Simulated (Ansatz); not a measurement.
This script drives Ansatz 0.2.0 through its Python package.

Input file `h5sesi2.xyz`:
```text
8

Si   -0.86130    0.27330   -1.53180
Se   -1.44390   -0.25600    0.59890
Si    0.73580   -0.51260    1.09130
H    -2.06890    0.59820   -2.30120
H    -0.06520    1.51630   -1.55390
H     1.35100   -1.53710    0.24120
H     0.93040   -0.91350    2.51710
H     1.51430    0.77420    0.88270
```

`h5sesi2.py`:
```python
"""How H5SeSi2 relaxes after losing an electron."""

from dataclasses import dataclass
import itertools
import warnings

import ansatz as az
from ase.data import atomic_numbers, covalent_radii
import numpy as np


@dataclass(frozen=True)
class Options:
    basis_set: str = "def2-SVP"
    functional: str = "PBE0"
    charge: int = 1


settings = Options()

warnings.simplefilter("ignore", az.DeckWarning)

geometry = az.Crystal.molecule_from_extxyz("h5sesi2.xyz")

job = (
    geometry.calculation()
    .basis(gaussian=settings.basis_set)  # atom-centred Gaussian functions
    .functional(settings.functional)
    .spin("collinear", total=1)  # two spin channels
)
symbols = [site.symbol for site in geometry.cartesian_sites]
start = np.array([site.position_ang for site in geometry.cartesian_sites], dtype=float)
report = job.relax(force_tolerance=0.01, max_steps=100).run(threads=1, backend="cpu").report
end = np.array(report["positions_ang"])

minimum = az.Crystal.molecule()
for symbol, place in zip(symbols, end):
    minimum = minimum.atom(symbol, place.tolist())
ion = (
    minimum.calculation()
    .basis(gaussian=settings.basis_set)  # the orbital basis, by name
    .functional(settings.functional)
    .charge(settings.charge)
)
vertical = ion.run(threads=1, backend="cpu").report
settled = ion.relax(force_tolerance=0.01, max_steps=80).run(threads=1, backend="cpu").report
print(f"vertical ionisation energy   {vertical['free_energy_ev'] - report['free_energy_ev']:.3f} eV")
print(f"adiabatic, no zero point     {settled['free_energy_ev'] - report['free_energy_ev']:.3f} eV")
print(f"relaxation energy of the ion {vertical['free_energy_ev'] - settled['free_energy_ev']:.3f} eV")
ionised = np.array(settled["positions_ang"])
# pairs closer than 1.2 times the sum of covalent radii, before or after
radius = [covalent_radii[atomic_numbers[s]] for s in symbols]
span = lambda where, i, j: np.linalg.norm(where[i] - where[j])
bonded = [(i, j) for i, j in itertools.combinations(range(len(symbols)), 2) if min(span(end, i, j), span(ionised, i, j)) < 1.2 * (radius[i] + radius[j])]
print("pair        before    after (A)")
for i, j in bonded:
    print(f"{symbols[i]}{i}-{symbols[j]}{j}".ljust(10), f"{span(end, i, j):8.4f} {span(ionised, i, j):8.4f}")
```

It is started by `python h5sesi2.py`. How long does it take on 1 thread of Arm Neoverse V1, with other jobs on the host, and how much memory does it need?

It took about 2.4 min, with a peak of 0.36 GiB, for 3 runs of the engine.

Running `python h5sesi2.py` prints:
```text
vertical ionisation energy   8.039 eV
adiabatic, no zero point     7.066 eV
relaxation energy of the ion 0.972 eV
pair        before    after (A)
Si0-Se1      2.2787   2.1473
Si0-H3       1.4966   1.4793
Si0-H4       1.5008   1.4816
Se1-Si2      2.2932   2.3943
Si2-H5       1.4921   1.4818
Si2-H6       1.4908   1.4819
Si2-H7       1.4930   1.4852
```

The energies are electronic: no zero-point or thermal terms, and the basis set is short of its limit. The product may relax into another structure. Each relaxation finds its nearest minimum, which needn't be the lowest. The run takes the species as open-shell (spin multiplicity 2), which needn't be its ground state. Only the spin states typed were run; another state of an ion can lie lower, by up to an eV or two.
